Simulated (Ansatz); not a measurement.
# Ge2Sb2Te5 (Cm) in Ansatz: further runs

Runs on Ge2Sb2Te5. Level: PBE. Tasks: single point.

All numbers are computed with Ansatz 0.2.0; they aren't measurements. Logs are shortened: lines on timing, memory, paths and dates and some standing lists are left out, and cuts for length are marked.

**1. Starting point**

Symmetry: Cm, No. 8, monoclinic system. Conventional cell: a = 13.678 Å, b = 6.132 Å, c = 9.672 Å, α = 90.00°, β = 134.93°, γ = 90.00°. Te (site symmetry m) is surrounded by 2 Ge at 2.85 to 3.19 Å and 3 Sb at 3.07 to 3.14 Å. Around Te (site symmetry m) lie 2 Sb at 2.95 to 3.20 Å and 3 Ge at 3.07 to 3.08 Å. Te (site symmetry m) has 3 Ge at 2.82 to 3.07 Å and 2 Sb at 3.14 to 3.19 Å as nearest neighbours. Te (site symmetry m) has 2 Ge at 2.95 to 3.00 Å and 2 Sb at 3.02 to 3.06 Å as nearest neighbours. Te (site symmetry m) has 3 Sb at 2.98 to 3.07 Å and 2 Ge at 3.05 to 3.20 Å as nearest neighbours. Sb (site symmetry m) is surrounded by 6 Te at 2.95 to 3.19 Å. Sb (site symmetry m) has 6 Te at 2.98 to 3.20 Å as nearest neighbours. Ge (site symmetry m) is surrounded by 6 Te at 2.82 to 3.19 Å.

The cell comes from a database or a generator and needn't be the stable form of this composition.

**2. Single point, PBE**

input.yaml

```yaml
crystal:
  lattice:
    - [6.839136, -3.066006, 0.0]
    - [6.839136, 3.066006, 0.0]
    - [-6.830977, 0.0, 6.847609]
  atoms:
    - { symbol: Te, position: [0.594702, 0.594702, 0.386433] }
    - { symbol: Te, position: [0.795288, 0.795288, 0.196112] }
    - { symbol: Te, position: [0.008324, 0.008324, 0.006435] }
    - { symbol: Te, position: [0.206519, 0.206519, 0.809803] }
    - { symbol: Te, position: [0.399959, 0.399959, 0.597118] }
    - { symbol: Sb, position: [0.901708, 0.901708, 0.587873] }
    - { symbol: Sb, position: [0.11187, 0.11187, 0.417352] }
    - { symbol: Ge, position: [0.284287, 0.284287, 0.18783] }
    - { symbol: Ge, position: [0.497343, 0.497343, 0.011044] }
hamiltonian:
  xc: pbe
  pseudopotentials: { kind: paw }
kpoints:
  mp_grid: { grid: [5, 5, 4] }
scf:
  occupations: { method: gaussian, width: 0.013 }
output:
  forces: true
  stress: true
  eigenvalues: true
  write_density: true
  write_potential: true
  elf: true
  volumetric_format: npy
```

Potentials or basis: Ansatz PAW.

On the command line:

```sh
ansatz run input.yaml --threads 4 --pin off --max-ram 11264MiB --backend cpu --events-out ev --progress --plain --runs-dir out
```

What it wrote:

```text
Warning: RAYON_NUM_THREADS=4 ignored (pool sized by the plan → 4); use --threads N
Engine: ansatz 0.2.0, aarch64-unknown-linux-gnu
Pseudopotentials: kind: paw
Pseudopotential: Te, paw, valence charge 16, recommended cutoff 420 eV (normal), Te.paw.azcp
Pseudopotential: Sb, paw, valence charge 15, recommended cutoff 420 eV (normal), Sb.paw.azcp
Pseudopotential: Ge, paw, valence charge 14, recommended cutoff 420 eV (normal), Ge.paw.azcp
Functional definition: PBE
  parameter kappa = 0.804
  parameter beta = 0.06672455060314922
  exchange = pbe_x(kappa = kappa, mu = beta*pi^2/3)
  correlation = pbe_c(beta = beta)
Crystal: 9 atoms, lattice volume = 287.173 Å³
Basis set: ecut = 420 eV, 5631 PW (Γ), exchange–correlation on 108×108×144 points (8 copies of the dense FFT grid, shifted against one another)
Bands: 83, of which v1, the nominal top of the filled ones, is band 69 counted from 1 (68 counted from 0)
Symmetry: 2 space group operations
Space group: Cm (ITA 8), of the structure as read, at distance tolerance 6.6e-5 Å
k-points: 33 of 100 (time reversal used)
Non-local potential: Te, projectors of the file, l = 0: 2, l = 1: 2, l = 2: 2, l = 3: 2
Non-local potential: Sb, projectors of the file, l = 0: 2, l = 1: 2, l = 2: 2, l = 3: 2
Non-local potential: Ge, projectors of the file, l = 0: 2, l = 1: 2, l = 2: 3, l = 3: 1
PAW form: soft (Blöchl's): semilocal exchange-correlation on the pseudo side does not see the compensation charge
PAW one-centre angular grid: Te, 590 points (default); XC on 64 Gauss nodes
PAW one-centre angular grid: Sb, 590 points (default); XC on 64 Gauss nodes
PAW one-centre angular grid: Ge, 590 points (default); XC on 64 Gauss nodes
Initial density: superposition of atomic densities (neutral atoms: chi_scale 0, normalization atom), corrected by the library's trained network
Initial wavefunctions: pseudopotential atomic-orbital guess
Functional: x = pbe(κ = 0.804, μ = 0.2195149727645171), c = pbe(β = 0.06672455060314922)
SCF iter   1: F=—  HF=-56459.288349 eV  |F-HF|=—  |Δ(HF+E_count)|=         —  Δρ=1.79e-3  dr2=3.13e-2  ethr=1.77e-3  ⟨swp⟩=6.5  Hψ=10529  notcnv=0  defer=21
preconditioner: auto → Resta (q_TF=auto, 2.415 Å⁻¹)  ε∞=4.4  [insulator: Δε(μ)=0.299 eV  Ē_g=8.191 eV  σ=0.013 eV  W_gap=1.00  n_scr=62 (ndim 8)  ℏωp=15.2 eV  f_vac=0.052  D(μ)=0.00/eV (n_scr^D=0)  ε∞_Penn≈4.4]
SCF iter   2: F=—  HF=-56459.278467 eV  |F-HF|=—  |Δ(HF+E_count)|=   9.88e-3  Δρ=8.02e-4  dr2=2.92e-3  ethr=2.27e-5  ⟨swp⟩=3.0  Hψ=4364  notcnv=0  defer=256
SCF iter   3: F=—  HF=-56459.278449 eV  |F-HF|=—  |Δ(HF+E_count)|=   1.75e-5  Δρ=3.23e-4  dr2=3.76e-4  ethr=2.12e-6  ⟨swp⟩=2.7  Hψ=4485  notcnv=0  defer=256
SCF iter   4: F=—  HF=-56459.278533 eV  |F-HF|=—  |Δ(HF+E_count)|=   8.40e-5  Δρ=9.61e-5  dr2=3.37e-5  ethr=2.73e-7  ⟨swp⟩=2.0  Hψ=3605  notcnv=0  defer=256
SCF iter   5: F=—  HF=-56459.278614 eV  |F-HF|=—  |Δ(HF+E_count)|=   8.08e-5  Δρ=3.44e-5  dr2=3.99e-6  ethr=2.44e-8  ⟨swp⟩=2.0  Hψ=3611  notcnv=0  defer=256
SCF iter   6: F=—  HF=-56459.278614 eV  |F-HF|=—  |Δ(HF+E_count)|=   2.77e-7  Δρ=1.47e-5  dr2=7.28e-7  ethr=2.89e-9  ⟨swp⟩=2.0  Hψ=3621  notcnv=0  defer=256
SCF iter   7: F=-56459.278615 eV  HF=-56459.278615 eV  |F-HF|=4.65e-8  |Δ(HF+E_count)|=   4.75e-7  Δρ=3.60e-6  dr2=5.54e-8  ethr=7.25e-11  ⟨swp⟩=14.2  Hψ=22320  notcnv=0
SCF 1 converged in 7 iterations: F = -56459.278615 eV  dr2 = 5.54e-8
SCF converged after 7 iterations
Free energy (F): -56459.278615 eV
Harris-Foulkes:  -56459.278615 eV  (|F-HF|=4.65e-8)
Internal energy: -56459.278615 eV  (E = F + TS)
E sigma→0 (E₀):  -56459.278615 eV
Fermi energy:    8.154810 eV
--- Per-component energies (eV) ---
  E_band       = -2036.483669
  E_kinetic    = 1529.508230
  E_local      = -15142.161580  (includes V_loc(G=0)·N_el)
  E_nonlocal   = -1.351947
  E_hartree    = 7953.221945
  E_xc         = -1046.532739
  E_vxc        = -837.789994  (∫ρ·V_xc dr)
  E_paw        = -36489.379227  (= ΣΔE_a)
  E_vpaw       = -3491.136064  (= ΣTr[D̂ρ^β])
  E_aug_tail   = -0.000378  (compensation charges beyond the density's cutoff)
  E_ewald      = -13262.582920
  E_smearing   = -0.000000  (= −TS)
  E_closure    = -0.000000  (closes the sum)
  Σ components = -56459.278615   (vs F -56459.278615, Δ=0.00e0)
--- Forces (eV/Å), atoms counted from 1 ---
  atom   1  Te     0.01917593     0.00000000     0.07332891
  atom   2  Te    -0.00350005     0.00000000    -0.03339083
  atom   3  Te    -0.00786909     0.00000000     0.02604455
  atom   4  Te     0.05062688     0.00000000    -0.05080167
  atom   5  Te     0.10188325     0.00000000    -0.01243620
  atom   6  Sb     0.04784211     0.00000000    -0.12878847
  atom   7  Sb    -0.03385127     0.00000000     0.05519841
  atom   8  Ge    -0.19493466     0.00000000    -0.03054410
  atom   9  Ge     0.02062893     0.00000000     0.10139484
  max |Σ_I F_I| component: 5.45e-6 eV/Å
--- Stress (GPa, compression-positive) ---
        0.119828       0.000000      -0.092909
        0.000000      -0.355852       0.000000
       -0.092909       0.000000       0.013795
  P = ⅓ Tr σ = -0.0741 GPa (-0.741 kbar)
--- Band table (eV; the first three rows and the last of 33) ---
  k-point 0: bands = ["-28.6660", "-28.6513", "-28.6259", "-28.6098", "-28.5941", "-28.5780", "-28.5767", "-28.5682", "-28.5150", "-28.5140", "-28.4969", "-28.4924", "-28.4811", "-28.4720", "-28.4711", "-28.4072", "-28.4046", "-28.3791", "-28.3725", "-28.3698", "-28.2449", "-28.2402", "-28.0905", "-28.0862", "-28.0420", "-21.3376", "-21.3341", "-21.3340", "-21.3286", "-21.3233", "-21.3207", "-21.3181", "-21.3172", "-21.3146", "-21.3131", "-16.5745", "-16.5682", "-16.5635", "-16.5606", "-16.5591", "-16.5582", "-16.5544", "-16.5406", "-16.5375", "-16.5350", "-4.6165", "-2.8373", "-2.6990", "-2.5522", "-2.3360", "-0.9637", "-0.4270", "0.2052", "2.2317", "3.3364", "3.7623", "3.7841", "3.8534", "4.2150", "4.4963", "4.5803", "5.4267", "6.3971", "6.5925", "6.6269", "7.2498", "7.5473", "7.6294", "7.6405", "9.0897", "9.3883", "10.4798", "10.5241", "11.4998", "11.8708", "12.0973", "12.1864", "12.6950", "12.8297", "12.8799", "12.9604", "13.2368", "13.2978"]
  k-point 1: bands = ["-28.6660", "-28.6513", "-28.6259", "-28.6098", "-28.5941", "-28.5780", "-28.5767", "-28.5682", "-28.5150", "-28.5140", "-28.4969", "-28.4924", "-28.4811", "-28.4720", "-28.4711", "-28.4072", "-28.4046", "-28.3791", "-28.3725", "-28.3698", "-28.2449", "-28.2402", "-28.0905", "-28.0862", "-28.0420", "-21.3376", "-21.3341", "-21.3340", "-21.3286", "-21.3232", "-21.3207", "-21.3181", "-21.3172", "-21.3146", "-21.3131", "-16.5745", "-16.5682", "-16.5635", "-16.5606", "-16.5591", "-16.5582", "-16.5544", "-16.5406", "-16.5375", "-16.5349", "-4.4852", "-3.2151", "-2.7385", "-2.5248", "-2.3238", "-0.8783", "-0.1184", "0.4030", "1.9527", "3.1824", "3.2374", "3.7014", "3.7492", "4.4953", "5.0926", "5.4162", "5.5058", "5.9139", "6.3296", "6.5229", "7.0510", "7.4249", "7.5487", "7.7393", "9.2306", "9.8874", "10.2756", "10.3195", "11.0569", "11.2987", "11.4641", "11.9127", "12.5351", "12.7507", "12.9768", "13.1085", "13.1126", "13.5833"]
  k-point 2: bands = ["-28.6660", "-28.6513", "-28.6259", "-28.6098", "-28.5941", "-28.5780", "-28.5767", "-28.5682", "-28.5150", "-28.5139", "-28.4969", "-28.4924", "-28.4811", "-28.4720", "-28.4711", "-28.4072", "-28.4046", "-28.3791", "-28.3725", "-28.3698", "-28.2449", "-28.2402", "-28.0905", "-28.0862", "-28.0420", "-21.3376", "-21.3341", "-21.3340", "-21.3286", "-21.3232", "-21.3207", "-21.3181", "-21.3172", "-21.3146", "-21.3131", "-16.5745", "-16.5682", "-16.5635", "-16.5606", "-16.5591", "-16.5582", "-16.5544", "-16.5406", "-16.5375", "-16.5349", "-4.2685", "-3.6225", "-2.7229", "-2.5147", "-2.3684", "-0.8026", "0.1545", "0.7805", "1.4487", "2.9674", "3.0757", "3.7045", "4.2809", "4.6086", "4.7913", "5.3738", "5.5335", "6.0249", "6.4515", "6.7153", "7.3124", "7.3503", "7.4268", "7.7451", "8.7415", "9.5087", "9.8806", "10.6048", "10.8206", "10.8858", "11.7801", "11.9274", "12.4139", "12.5543", "12.7903", "13.1290", "13.1485", "13.4577"]
  k-point 32: bands = ["-28.6658", "-28.6513", "-28.6259", "-28.6097", "-28.5941", "-28.5780", "-28.5767", "-28.5682", "-28.5150", "-28.5140", "-28.4969", "-28.4924", "-28.4811", "-28.4720", "-28.4711", "-28.4072", "-28.4046", "-28.3791", "-28.3725", "-28.3697", "-28.2449", "-28.2402", "-28.0905", "-28.0861", "-28.0420", "-21.3383", "-21.3342", "-21.3337", "-21.3287", "-21.3232", "-21.3207", "-21.3185", "-21.3173", "-21.3143", "-21.3129", "-16.5745", "-16.5683", "-16.5636", "-16.5606", "-16.5591", "-16.5582", "-16.5544", "-16.5406", "-16.5375", "-16.5349", "-4.0916", "-3.6175", "-2.7344", "-2.6090", "-2.4052", "-0.8386", "-0.3313", "0.6210", "1.0764", "3.0660", "3.7494", "4.3184", "4.4948", "4.5520", "5.2627", "5.4724", "5.9039", "6.1630", "6.3816", "6.5351", "7.3171", "7.4990", "7.5781", "7.7195", "8.5895", "9.3268", "10.1101", "10.1879", "10.3869", "10.5542", "11.0812", "11.6434", "11.8819", "11.9304", "12.5201", "12.8294", "12.9493", "13.2418"]
```

Run time: 36 s. Hardware: 4 threads of Arm Neoverse V1, shared host; peak memory 1.2 GiB.

Results:

```
Free energy            : -56459.2786 eV
Pressure               : -0.1 GPa
Largest force          : 0.197 eV/Å
Band gap on the k mesh : 0.26 eV, indirect (least direct gap 0.33 eV)
```

Forces on the atoms (eV/Å):
```
Te   0.019  0.000  0.073
Te  -0.004  0.000 -0.033
Te  -0.008  0.000  0.026
Te   0.051  0.000 -0.051
Te   0.102  0.000 -0.012
Sb   0.048  0.000 -0.129
Sb  -0.034  0.000  0.055
Ge  -0.195  0.000 -0.031
Ge   0.021  0.000  0.101
```

Levels at points of the mesh, in eV from the valence-band top:
| k point | band 65 | band 66 | band 67 | band 68 | band 69 | band 70 | band 71 | band 72 | band 73 | band 74 |
| --- | --- | --- | --- | --- | --- | --- | --- | --- | --- | --- |
| (0.00, 0.00, 0.00) | -1.40 | -0.78 | -0.48 | -0.40 | -0.39 | 1.06 | 1.36 | 2.45 | 2.50 | 3.47 |
| (0.00, 0.00, -0.50) | -1.31 | -0.71 | -0.68 | -0.60 | -0.28 | 0.71 | 1.48 | 1.85 | 2.58 | 2.79 |

Caveat: odd divisions of the mesh miss points on the zone boundary, where band edges often lie, so the gap on the mesh can be too wide; spin-orbit coupling is left out, which moves the levels of the heavy elements. A k mesh can miss the band edges.

**3. Single point, PBE**

Edit input.yaml of step 2 so:

```diff
@@ -21,3 +21,3 @@
 scf:
-  occupations: { method: gaussian, width: 0.013 }
+  occupations: { method: gaussian, width: 0.014 }
 output:
@@ -26,5 +26 @@
   eigenvalues: true
-  write_density: true
-  write_potential: true
-  elf: true
-  volumetric_format: npy
```

Potentials or basis: Ansatz PAW.

On the command line:

```sh
ansatz run input.yaml --threads 4 --pin off --max-ram 11264MiB --backend cpu --events-out ev --progress --plain --runs-dir out
```

It took 25 s on 4 threads of Arm Neoverse V1, shared host; peak memory 1.2 GiB.

The run converged. Its results:

* Free energy: -56459.2786 eV
* Pressure: -0.1 GPa
* Largest force: 0.197 eV/Å
* Band gap on the k mesh: 0.26 eV, indirect (least direct gap 0.33 eV)

Forces in eV/Å, atoms in the order of the input:
```
Te   0.019  0.000  0.073
Te  -0.004  0.000 -0.033
Te  -0.008  0.000  0.026
Te   0.051  0.000 -0.051
Te   0.102  0.000 -0.012
Sb   0.048  0.000 -0.129
Sb  -0.034  0.000  0.055
Ge  -0.195  0.000 -0.031
Ge   0.021  0.000  0.101
```

Stress tensor (GPa, compression positive):
```
 0.12  0.00 -0.09
 0.00 -0.36  0.00
-0.09  0.00  0.01
```

Levels at points of the mesh, in eV from the valence-band top:
| k point | band 65 | band 66 | band 67 | band 68 | band 69 | band 70 | band 71 | band 72 | band 73 | band 74 |
| --- | --- | --- | --- | --- | --- | --- | --- | --- | --- | --- |
| (0.00, 0.00, 0.00) | -1.40 | -0.78 | -0.48 | -0.40 | -0.39 | 1.06 | 1.36 | 2.45 | 2.50 | 3.47 |
| (0.00, 0.00, -0.50) | -1.31 | -0.71 | -0.68 | -0.60 | -0.28 | 0.71 | 1.48 | 1.85 | 2.58 | 2.79 |

Caveat: odd divisions of the mesh miss points on the zone boundary, where band edges often lie, so the gap on the mesh can be too wide; spin-orbit coupling is left out, which moves the levels of the heavy elements.
